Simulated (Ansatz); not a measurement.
**CH₅AlFNSSi: basis-set convergence**

An exercise on one series of results from a longer session: the logs are not shown, and one member is left open.

The runs use Ansatz 0.2.0, Gaussian basis; one geometry, several basis sets.

Plan: PBE0-D4/def2-SVP; ωB97M-V/def2-SVP; PBE0-D4/def2-QZVPP; ωB97M-V/def2-QZVPP; the functionals' def2-TZVPP values are taken from earlier runs.

**The relaxed structure**

All runs share one geometry, relaxed beforehand with PBE0-D4 in a triple-zeta def2 set.

SMILES `[F][Al]1[SiH2]NC[S]1`, 11 atoms, charge 0, spin multiplicity 1.

Atoms are counted from 1 here; the program's logs count them from 0.

Bond lengths: F1–Al2 1.647 Å, Al2–Si3 2.427 Å, Al2–S6 2.172 Å, Si3–N4 1.753 Å, Si3–H7 1.490 Å, Si3–H8 1.486 Å, N4–C5 1.430 Å, N4–H9 1.009 Å, C5–S6 1.894 Å, C5–H10 1.089 Å, C5–H11 1.090 Å. Angles: F1–Al2–Si3 138.0°, F1–Al2–S6 123.4°, Si3–Al2–S6 98.4°, Al2–Si3–N4 92.2°, Al2–Si3–H7 117.0°, Al2–Si3–H8 118.9°, N4–Si3–H7 110.8°, N4–Si3–H8 107.6°, H7–Si3–H8 108.6°, Si3–N4–C5 118.6°, Si3–N4–H9 115.4°, C5–N4–H9 112.4°, N4–C5–S6 117.9°, N4–C5–H10 110.9°, N4–C5–H11 110.4°, S6–C5–H10 103.8°, S6–C5–H11 105.2°, H10–C5–H11 108.0° and more.

Set-up of the first run:

The input, in.yaml:

```yaml
crystal:
  periodic: [false, false, false]
  atoms:
    - {symbol: F, position_ang: [-0.968220, 1.024838, 3.270369]}
    - {symbol: Al, position_ang: [-0.519168, 0.641503, 1.732419]}
    - {symbol: Si, position_ang: [0.545918, -1.205172, 0.571476]}
    - {symbol: N, position_ang: [0.056503, -0.591286, -0.996250]}
    - {symbol: C, position_ang: [0.027292, 0.823715, -1.199102]}
    - {symbol: S, position_ang: [-0.992548, 1.870661, 0.005505]}
    - {symbol: H, position_ang: [2.029858, -1.296356, 0.664068]}
    - {symbol: H, position_ang: [-0.023330, -2.570491, 0.717383]}
    - {symbol: H, position_ang: [-0.733836, -1.057308, -1.416939]}
    - {symbol: H, position_ang: [-0.392363, 1.067414, -2.174042]}
    - {symbol: H, position_ang: [1.035392, 1.235580, -1.154289]}
basis:
  gaussian: {orbitals: def2-SVP}
hamiltonian: {xc: pbe0, dispersion: d4}
output: {orbitals: {seedname: orbitals}}
```

Steps of the session up to this table: PBE0-D4 in def2-SVP; ωB97M-V in def2-SVP; PBE0-D4 in def2-QZVPP; ωB97M-V in def2-QZVPP.

One of the session's tables, all rows but one given; the rest of the session is left out.

It belongs to the step «Density functionals: the series». 

```
functional       basis  HOMO (eV)
   PBE0-D4    def2-SVP      -6.79
   PBE0-D4  def2-TZVPP      -6.87
   PBE0-D4  def2-QZVPP          ?
   ωB97M-V    def2-SVP      -8.82
   ωB97M-V  def2-TZVPP      -8.92
   ωB97M-V  def2-QZVPP      -8.95
```

**Question.** Estimate the row for PBE0-D4, def2-QZVPP.

The run gave: HOMO (eV): -6.89. In the column «HOMO (eV)» it lies between ωB97M-V, def2-SVP (-8.82) and PBE0-D4, def2-TZVPP (-6.87).
